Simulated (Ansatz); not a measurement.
**BF₂H₂OP: up Jacob's ladder to CCSD(T)**

An exercise on one series of results from a longer session: the logs are not shown, and one member is left open.

Computed with Ansatz 0.2.0, Gaussian basis. Level: functionals in def2-TZVPP, the program's frozen cores in correlated methods.

Levels to be run: LDA (SPW92), PBE-D4, revPBE-D4, BLYP-D4, r2SCAN-D4, B97M-V, PBE0-D4, B3LYP-D4, r2SCANh-D4, r2SCAN0-D4, HSE06-D4, BHLYP-D4, CAM-B3LYP-D4, LC-ωPBE, ωB97X-V, ωB97M-V, B2PLYP, PBE-QIDH; CCSD(T)/def2-SVP; CCSD(T)/def2-TZVPP; MP2/def2-QZVPP; extrapolation to the limit; RPA on PBE.

### The relaxed structure

All runs share one geometry, relaxed beforehand with PBE0-D4 in a triple-zeta def2 set.

SMILES `FB(F)OP`, 7 atoms, charge 0, spin multiplicity 1.

Atoms are counted from 1 here; the program's logs count them from 0.

Bond lengths: F1–B2 1.325 Å, B2–F3 1.318 Å, B2–O4 1.345 Å, O4–P5 1.671 Å, P5–H6 1.420 Å, P5–H7 1.425 Å. Angles: F1–B2–F3 118.1°, F1–B2–O4 122.4°, F3–B2–O4 119.5°, B2–O4–P5 125.6°, O4–P5–H6 95.1°, O4–P5–H7 98.5°, H6–P5–H7 92.0°.

Set-up of the first run:

Contents of in.yaml:

```yaml
crystal:
  periodic: [false, false, false]
  atoms:
    - {symbol: F, position_ang: [1.079635, -1.681351, -0.017411]}
    - {symbol: B, position_ang: [0.106616, -1.109098, 0.676669]}
    - {symbol: F, position_ang: [-0.301094, -1.701836, 1.780770]}
    - {symbol: O, position_ang: [-0.460543, 0.050351, 0.299412]}
    - {symbol: P, position_ang: [-0.189552, 0.840628, -1.148272]}
    - {symbol: H, position_ang: [-1.098781, 1.899205, -0.886726]}
    - {symbol: H, position_ang: [0.925120, 1.634003, -0.750041]}
basis:
  gaussian: {orbitals: def2-TZVPP}
hamiltonian: {xc: lda}
output: {orbitals: {seedname: orbitals}}
```

The run is started by

```sh
> ansatz run in.yaml --threads 2 --pin off --events-out ev --progress --plain --max-ram 4352MiB
```

Among the steps run: LDA; PBE-D4 (GGA); revPBE-D4 (GGA); BLYP-D4 (GGA); r2SCAN-D4 (meta-GGA); B97M-V (meta-GGA); B3LYP-D4 (hybrid); r2SCANh-D4 (hybrid); r2SCAN0-D4 (hybrid); HSE06-D4 (hybrid); BHLYP-D4 (hybrid); CAM-B3LYP-D4 (range-separated); LC-ωPBE (range-separated); ωB97X-V (range-separated); ωB97M-V (range-separated); B2PLYP (double hybrid); PBE-QIDH (double hybrid).

One table of the session follows, with a row left open; its other results are not shown here.

It belongs to the step «Orbital energies across the functionals». 

```
  functional  HOMO (eV)  gap (eV)
 LDA (SPW92)      -6.69      4.78
      PBE-D4      -6.58      4.91
   revPBE-D4      -6.53      4.97
     BLYP-D4      -6.47      4.93
   r2SCAN-D4          ?         ?
      B97M-V      -6.92      5.54
     PBE0-D4      -7.82      7.12
    B3LYP-D4      -7.63      6.68
  r2SCANh-D4      -7.29      6.29
  r2SCAN0-D4      -7.99      7.48
    HSE06-D4      -7.42      6.34
    BHLYP-D4      -8.98      9.21
CAM-B3LYP-D4      -9.20      9.53
     LC-ωPBE     -10.54     12.14
     ωB97X-V     -10.19     11.62
     ωB97M-V     -10.04     11.19
```

**Question.** Estimate the row for r2SCAN-D4.

Worked estimate for «HOMO (eV)». Against the share of exact exchange, r2SCANh-D4 (0.1, -7.29), r2SCAN0-D4 (0.25, -7.99) give a slope of -4.67 per unit share; at 0 the line stands at -6.82.

**Answer.** HOMO (eV): -6.82; gap (eV): 5.49. In «HOMO (eV)» the line misses by 0.00.
